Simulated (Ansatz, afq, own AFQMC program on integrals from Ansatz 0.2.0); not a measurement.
# GeNH₃ (triplet): AFQMC on the coupled-cluster ladder at scale of all distances = 0.891, cc-pVDZ

How near does AFQMC come to the top of the ladder for GeNH₃ (triplet)?

Method: cc-pVDZ, frozen cores; program: Ansatz 0.2.0, Gaussian basis, and an in-house AFQMC program (afq) on its integrals; all values are calculated.

To be run: PBE (unrestricted); r2SCAN (unrestricted); PBE0 (unrestricted); B3LYP (unrestricted); wB97M-V (unrestricted); B2PLYP (unrestricted); CCSD(T) on UHF; Phaseless AFQMC, CISD trial on UHF.

1 further run of the same task is left out (it didn't finish).

### Step 1. The geometry

The geometry derives from a PBE0/def2-TZVP stationary point (not a proven minimum). All distances are scaled together. No spin-orbit coupling is included. The filled d shell of Ge may be among the frozen orbitals whatever the setting's name suggests; the logs give the count.

5 atoms, charge 0, spin multiplicity 3.

Atoms are counted from 1 here; the program's logs count them from 0.

Bond lengths: Ge1–N2 1.688 Å, Ge1–H3 1.369 Å, Ge1–H4 1.369 Å, Ge1–H5 1.369 Å. Angles: N2–Ge1–H3 108.2°, N2–Ge1–H4 108.2°, N2–Ge1–H5 108.2°, H3–Ge1–H4 110.7°, H3–Ge1–H5 110.7°, H4–Ge1–H5 110.7°.

### Step 2. PBE (unrestricted)

Contents of in.yaml:

```yaml
crystal:
  periodic: [false, false, false]
  atoms:
    - {symbol: Ge, position_ang: [-0.249191, -0.001895, 0.000780]}
    - {symbol: N, position_ang: [1.438684, 0.010940, -0.004501]}
    - {symbol: H, position_ang: [-0.687819, 1.295069, 0.003502]}
    - {symbol: H, position_ang: [-0.669463, -0.656437, 1.127485]}
    - {symbol: H, position_ang: [-0.676527, -0.654098, -1.124624]}
basis:
  gaussian: {orbitals: cc-pVDZ}
magnetization: {spin_polarized: true, initial_magnetization: 2}
hamiltonian: {xc: {name: PBE}}
output: {orbitals: {seedname: orbitals}}
```

The run is started by

```sh
> ansatz run in.yaml --threads 1 --pin off --events-out ev --progress --plain --max-ram 1382MiB
```

Output:

```text
Functional definition: PBE
  name "PBE"
  cite "Perdew, Burke & Ernzerhof, Phys. Rev. Lett. 77, 3865 (1996) doi:10.1103/PhysRevLett.77.3865"
  parent pbe
  parameter kappa = 0.804
  parameter beta = 0.06672455060314922
  exchange = pbe_x(kappa = kappa, mu = beta*pi^2/3)
  correlation = pbe_c(beta = beta)
747 factors; their error is unknown
mean field evaluation 1: about -58038.1884 eV, gradient 2.0e1 eV
mean field evaluation 2: about -58034.8639 eV, gradient 3.2e1 eV
mean field evaluation 4: about -58040.2591 eV, gradient 1.4e0 eV
mean field evaluation 8: about -58040.2624 eV, gradient 4.6e-2 eV
mean field -58040.26243350 eV, -2132.9403033281 hartree, gradient 5.7e-5 eV, S^2 2.005043; 0 other end points of the search recorded, 0 dependent functions left out
reference -58040.26246179 eV, -2132.9403043680 hartree; 22, 20 occupied and 34, 36 virtual orbitals, 747 factors
Total energy: -58040.26246179 eV, -2132.9403043680 hartree
```

It took 1.3 s on 1 thread of Arm Neoverse V2, shared host.

From the report: ⟨S²⟩ of the determinant 2.005 (pure triplet: 2.00).

### Step 3. r2SCAN (unrestricted)

Changes to in.yaml since step 2:

```diff
@@ -11,3 +11,2 @@
 magnetization: {spin_polarized: true, initial_magnetization: 2}
-hamiltonian: {xc: {name: PBE}}
-output: {orbitals: {seedname: orbitals}}
+hamiltonian: {xc: {name: r2SCAN}}
```

The command is unchanged.

Output:

```text
Functional definition: r2SCAN
  name "r2SCAN"
  cite "Furness, Kaplan, Ning, Perdew & Sun, J. Phys. Chem. Lett. 11, 8208 (2020) doi:10.1021/acs.jpclett.0c02405"
  cite "Furness, Kaplan, Ning, Perdew & Sun, J. Phys. Chem. Lett. 11, 9248 (2020) doi:10.1021/acs.jpclett.0c03077"
  parent r2scan
  parameter k0 = 0.174
  parameter k1 = 0.065
  parameter a1 = 4.9479
  exchange = r2scan_x(k0 = k0, k1 = k1, a1 = a1)
  correlation = r2scan_c
747 factors; their error is unknown
mean field evaluation 1: about -58048.4099 eV, gradient 1.8e1 eV
mean field evaluation 2: about -58046.9629 eV, gradient 2.4e1 eV
mean field evaluation 4: about -58050.0244 eV, gradient 7.8e-1 eV
mean field evaluation 8: about -58050.0212 eV, gradient 4.2e-2 eV
mean field evaluation 16: about -58050.0212 eV, gradient 1.5e-5 eV
mean field -58050.02123145 eV, -2133.2989325381 hartree, gradient 1.5e-5 eV, S^2 2.010337; 0 other end points of the search recorded, 0 dependent functions left out
reference -58050.02124038 eV, -2133.2989328665 hartree; 22, 20 occupied and 34, 36 virtual orbitals, 747 factors
Total energy: -58050.02124038 eV, -2133.2989328665 hartree
```

It took 3.9 s on 1 thread of Arm Neoverse V2, shared host.

From the report: ⟨S²⟩ of the determinant 2.010 (pure triplet: 2.00).

### Step 4. PBE0 (unrestricted)

Changes to in.yaml since step 3:

```diff
@@ -11,2 +11,3 @@
 magnetization: {spin_polarized: true, initial_magnetization: 2}
-hamiltonian: {xc: {name: r2SCAN}}
+hamiltonian: {xc: {name: PBE0}}
+output: {orbitals: {seedname: orbitals}}
```

Same command.

Output:

```text
Functional definition: PBE0
  name "PBE0"
  cite "Adamo & Barone, J. Chem. Phys. 110, 6158 (1999) doi:10.1063/1.478522"
  cite "Perdew, Burke & Ernzerhof, Phys. Rev. Lett. 77, 3865 (1996) doi:10.1103/PhysRevLett.77.3865"
  parent pbe
  parameter a = 0.25
  parameter kappa = 0.804
  parameter beta = 0.06672455060314922
  exchange = (1 - a)*pbe_x(kappa = kappa, mu = beta*pi^2/3) + a*exact_x
  correlation = pbe_c(beta = beta)
591 factors; integrals over basis functions are off by at most 8.8e-4 eV
mean field evaluation 1: about -58040.7582 eV, gradient 1.6e1 eV
mean field evaluation 2: about -58040.3668 eV, gradient 1.8e1 eV
mean field evaluation 4: about -58042.1266 eV, gradient 3.9e-1 eV
mean field evaluation 8: about -58042.1603 eV, gradient 8.2e-3 eV
mean field evaluation 16: about -58042.1603 eV, gradient 6.3e-5 eV
mean field -58042.16029669 eV, -2133.0100485141 hartree, gradient 6.3e-5 eV, S^2 2.006984; 0 other end points of the search recorded, 0 dependent functions left out
reference -58042.16031804 eV, -2133.0100492987 hartree; 22, 20 occupied and 34, 36 virtual orbitals, 591 factors
Total energy: -58042.16031804 eV, -2133.0100492987 hartree
```

Wall time 1.9 s (1 thread of Arm Neoverse V2, shared host).

From the report: ⟨S²⟩ of the determinant 2.007 (pure triplet: 2.00).

### Step 5. B3LYP (unrestricted)

Changes to in.yaml since step 4:

```diff
@@ -11,3 +11,2 @@
 magnetization: {spin_polarized: true, initial_magnetization: 2}
-hamiltonian: {xc: {name: PBE0}}
-output: {orbitals: {seedname: orbitals}}
+hamiltonian: {xc: {name: B3LYP}}
```

Same command.

Output, shortened:

```text
Functional definition: B3LYP
  name "B3LYP"
  cite "Stephens, Devlin, Chabalowski & Frisch, J. Phys. Chem. 98, 11623 (1994) doi:10.1021/j100096a001"
  cite "Becke, Phys. Rev. A 38, 3098 (1988) doi:10.1103/PhysRevA.38.3098"
  cite "Lee, Yang & Parr, Phys. Rev. B 37, 785 (1988) doi:10.1103/PhysRevB.37.785"
  cite "Vosko, Wilk & Nusair, Can. J. Phys. 58, 1200 (1980) doi:10.1139/p80-159"
[...]
591 factors; integrals over basis functions are off by at most 8.8e-4 eV
[...]
mean field -58052.31774083 eV, -2133.3833277011 hartree, gradient 1.2e-5 eV, S^2 2.006459; 0 other end points of the search recorded, 0 dependent functions left out
reference -58052.31793904 eV, -2133.3833349854 hartree; 22, 20 occupied and 34, 36 virtual orbitals, 591 factors
Total energy: -58052.31793904 eV, -2133.3833349854 hartree
```

It took 1.8 s on 1 thread of Arm Neoverse V2, shared host.

From the report: ⟨S²⟩ of the determinant 2.006 (pure triplet: 2.00).

### Step 6. wB97M-V (unrestricted)

Changes to in.yaml since step 5:

```diff
@@ -11,2 +11,3 @@
 magnetization: {spin_polarized: true, initial_magnetization: 2}
-hamiltonian: {xc: {name: B3LYP}}
+hamiltonian: {xc: {name: wB97M-V}}
+output: {orbitals: {seedname: orbitals}}
```

Same command.

Output, shortened:

```text
Functional definition: wB97M-V
  name "wB97M-V"
  cite "Mardirossian & Head-Gordon, J. Chem. Phys. 144, 214110 (2016) doi:10.1063/1.4952647"
  cite "Becke, J. Chem. Phys. 107, 8554 (1997) doi:10.1063/1.475007"
  cite "Vydrov & Van Voorhis, J. Chem. Phys. 133, 244103 (2010) doi:10.1063/1.3521275"
  # Of w^i u^j: cxij and so on, Table III.
[...]
  gx(w, u) = 1 - cx + cx01*u + cx10*w
  gss(w, u) = css00 + css04*u^4 + css10*w + css20*w^2 + css43*w^4*u^3
  gos(w, u) = cos00 + cos10*w + (cos20 + cos21*u)*w^2 + (cos60 + cos61*u)*w^6
[...]
      + integral(e_c_pw_mod_opposite_spin*gos(b97_w_opposite, b97_u_opposite)) + vv10(b, c)
591 factors; integrals over basis functions are off by at most 8.8e-4 eV
172 factors; integrals over basis functions are off by at most 3.2e-6 eV
[...]
mean field -58047.07647987 eV, -2133.1907149136 hartree, gradient 3.2e-5 eV, S^2 2.006531; 0 other end points of the search recorded, 0 dependent functions left out
reference -58047.07651270 eV, -2133.1907161201 hartree; 22, 20 occupied and 34, 36 virtual orbitals, 591 factors
Total energy: -58047.07651270 eV, -2133.1907161201 hartree
```

Wall time 7.5 s (1 thread of Arm Neoverse V2, shared host).

From the report: ⟨S²⟩ of the determinant 2.007 (pure triplet: 2.00).

### Step 7. B2PLYP (unrestricted)

Changes to in.yaml since step 6:

```diff
@@ -11,3 +11,3 @@
 magnetization: {spin_polarized: true, initial_magnetization: 2}
-hamiltonian: {xc: {name: wB97M-V}}
-output: {orbitals: {seedname: orbitals}}
+hamiltonian: {xc: {name: B2PLYP}}
+correlation: {electrons: outside_noble_gas}
```

Same command.

Output, shortened:

```text
Functional definition: B2PLYP
  name "B2PLYP"
  cite "Grimme, J. Chem. Phys. 124, 034108 (2006) doi:10.1063/1.2148954"
  cite "Becke, Phys. Rev. A 38, 3098 (1988) doi:10.1103/PhysRevA.38.3098"
  cite "Lee, Yang & Parr, Phys. Rev. B 37, 785 (1988) doi:10.1103/PhysRevB.37.785"
[...]
591 factors; integrals over basis functions are off by at most 8.8e-4 eV
[...]
mean field -58036.25353869 eV, -2132.7929791614 hartree, gradient 3.7e-6 eV, S^2 2.009329; 0 other end points of the search recorded, 0 dependent functions left out
15 core orbitals not correlated: weight in the atoms' cores, before any rotation towards them, 0.989 or more for the frozen orbitals, at most 0.008 for the correlated occupied ones
reference -58036.25366632 eV, -2132.7929838516 hartree; 7, 5 occupied and 34, 36 virtual orbitals, 591 factors
second order -6.53843374 eV of doubles, -0.00000000 eV of singles
Total energy: -58038.01904343 eV, -2132.8578602637 hartree
```

Run time: 1.9 s. Hardware: 1 thread of Arm Neoverse V2, shared host.

From the report: ⟨S²⟩ of the determinant 2.009 (pure triplet: 2.00).

### Step 8. CCSD(T) on UHF

Changes to in.yaml since step 7:

```diff
@@ -11,3 +11,2 @@
 magnetization: {spin_polarized: true, initial_magnetization: 2}
-hamiltonian: {xc: {name: B2PLYP}}
-correlation: {electrons: outside_noble_gas}
+correlation: {method: ccsd_t, electrons: outside_noble_gas, hamiltonian_folder: ham}
```

The command is unchanged.

Output, shortened:

```text
Functional definition: HF
  name "HF"
  cite "Fock, Z. Phys. 61, 126 (1930) doi:10.1007/BF01340294"
  parent pbe
[...]
591 factors; integrals over basis functions are off by at most 8.8e-4 eV
[...]
mean field -57998.28069380 eV, -2131.3975028506 hartree, gradient 1.6e-6 eV, S^2 2.014242; 2 other end points of the search recorded, 0 dependent functions left out
determinant -57998.28069380 eV, -2131.3975028506 hartree, with singles and doubles -58004.61209876 eV, -2131.6301776911 hartree
determinant -57996.31032810 eV, -2131.3250932467 hartree, with singles and doubles -58002.63147269 eV, -2131.5573910256 hartree
determinant -57996.31031232 eV, -2131.3250926665 hartree, with singles and doubles -58002.63147308 eV, -2131.5573910399 hartree
15 core orbitals not correlated: weight in the atoms' cores, before any rotation towards them, 0.991 or more for the frozen orbitals, at most 0.008 for the correlated occupied ones
reference -57998.28069380 eV, -2131.3975028506 hartree; 7, 5 occupied and 34, 36 virtual orbitals, 591 factors
second order -5.27463605 eV of doubles, -0.00000000 eV of singles
cycle   1  -6.33158566 eV  change   -1.8e-4 eV  update   5.5e-4
[...]
cycle   7  -6.33189911 eV  change    2.2e-7 eV  update   1.4e-6
perturbative correction -0.11584183 eV, -0.0042571087 hartree
Total energy: -58004.72843474 eV, -2131.6344529597 hartree
```

Wall time 2.9 s (1 thread of Arm Neoverse V2, shared host).

From the report: ⟨S²⟩ of the determinant 2.014 (pure triplet: 2.00); correlation -6.4477 eV; T1 0.016; largest double amplitude 0.03.

This run also writes the integrals to the folder ham.

### Step 9. Phaseless AFQMC, CISD trial on UHF

It reads the integrals that the CCSD(T) run on this determinant wrote.

The run is started by

```sh
> afq ham --method phaseless --trial cisd --walkers 60 --populations 1 --least-time 40 --time-step 0.005 --steps-per-block 50 --equilibration-blocks 28 --max-blocks 300 --target-error 0.00042 --factor-cut 1e-05 --start spin_pure --seed 4383 --release-times 0.24,0.51,0.99,1.62,2.4 --release-step 0.03 --release-every 4 --taylor-order 6
```

Output:

```text
orbitals 41  electrons 7 5  factors 338 of 591
reference energy -2131.39750285 Eh
CCSD correlation -0.23269290 Eh in 11 cycles, weight of the determinant in the CISD state 0.9012
energy of the start -2131.629929 Eh
 block  time / (1/Eh)  mean weight  energy / Eh
     1     0.250  1.0003  -2131.627118
     2     0.500  0.9987  -2131.629083
     3     0.750  0.9977  -2131.630818
     4     1.000  0.9991  -2131.634165
     5     1.250  0.9989  -2131.632972
     6     1.500  0.9955  -2131.637774
     7     1.750  1.0005  -2131.632663
     8     2.000  1.0024  -2131.632024
     9     2.250  1.0011  -2131.631397
    10     2.500  1.0027  -2131.633070
    13     3.250  0.9998  -2131.638581
    17     4.250  1.0002  -2131.637519
    21     5.250  1.0004  -2131.632339
    25     6.250  0.9984  -2131.633770
    29     7.250  0.9989  -2131.634605
    33     8.250  0.9990  -2131.632115
    37     9.250  0.9986  -2131.633271
    41    10.250  1.0056  -2131.637131
    45    11.250  0.9982  -2131.637759
    49    12.250  1.0010  -2131.632749
    53    13.250  1.0015  -2131.636758
    57    14.250  1.0003  -2131.632001
    61    15.250  0.9987  -2131.633233
    65    16.250  1.0004  -2131.636718
    69    17.250  1.0003  -2131.635938
    73    18.250  1.0026  -2131.633930
    77    19.250  1.0004  -2131.634021
    81    20.250  1.0013  -2131.632497
    85    21.250  1.0008  -2131.633933
    89    22.250  1.0003  -2131.633355
    93    23.250  1.0007  -2131.631710
    97    24.250  1.0026  -2131.638350
   101    25.250  0.9990  -2131.636566
   105    26.250  0.9985  -2131.637328
   109    27.250  1.0003  -2131.635845
   113    28.250  0.9987  -2131.636638
   117    29.250  1.0016  -2131.637737
   121    30.250  1.0009  -2131.634262
   125    31.250  0.9986  -2131.639556
   129    32.250  1.0025  -2131.636773
   133    33.250  0.9998  -2131.634989
   137    34.250  1.0003  -2131.633641
   141    35.250  0.9975  -2131.636189
   145    36.250  0.9991  -2131.635050
   149    37.250  1.0032  -2131.635822
   153    38.250  0.9996  -2131.633466
   157    39.250  0.9998  -2131.631918
   161    40.250  1.0004  -2131.632696
   165    41.250  1.0008  -2131.633908
   169    42.250  0.9983  -2131.635732
   173    43.250  0.9983  -2131.631875
   177    44.250  0.9994  -2131.632369
   181    45.250  1.0015  -2131.632943
   185    46.250  1.0005  -2131.640681
blocks merged  error / Eh  count
     1  0.000184  160
     2  0.000228  80
     4  0.000268  40
     8  0.000327  20
    16  0.000331  10
released: time / (1/Eh)  energy / Eh  error  mean overlap
  0.24  -2131.635338  0.000336  0.9911
  0.51  -2131.635657  0.000380  0.9865
  0.99  -2131.636274  0.000322  0.9551
  1.62  -2131.634852  0.000391  0.9922
  2.40  -2131.636194  0.000439  0.9294
energy -2131.634794 +/- 0.000327 Eh
```

Wall time 5.5 min (1 thread of Arm Neoverse V2, shared host).

Energy -58004.7377 ± 0.0089 eV. Caveats: constraint bias not in the error.

### Step 10. AFQMC on the ladder

On the UHF determinant, counted from CCSD(T) (a yardstick, not exact):

| level | energy (eV) | from CCSD(T) (kJ/mol) | statistical error (kJ/mol) | time |
| --- | --- | --- | --- | --- |
| HF | -57998.2807 | +622.1 |  |  |
| MP2 | -58003.5553 | +113.2 |  |  |
| CCSD | -58004.6126 | +11.2 |  |  |
| CCSD(T) | -58004.7284 | 0.0 |  |  |
| Phaseless AFQMC, CISD trial, step 0.005, 60 walkers | -58004.7377 | -0.9 | 0.9 | 5.5 min |

The functionals' totals stand on their own zeros and serve differences with other points: PBE -58040.262 eV; r2SCAN -58050.021 eV; PBE0 -58042.160 eV; B3LYP -58052.318 eV; wB97M-V -58047.077 eV; B2PLYP -58038.019 eV.

### Step 11. Summary of results

```
                                       quantity              value
Phaseless AFQMC, CISD trial on UHF from CCSD(T)  -0.9 ± 0.9 kJ/mol
```

What this shows: On UHF the phaseless walk with the CISD trial lies -0.9 kJ/mol from CCSD(T), within three error bars. Error bars are statistical and leave out the constraint, the time step and what remains of the start.
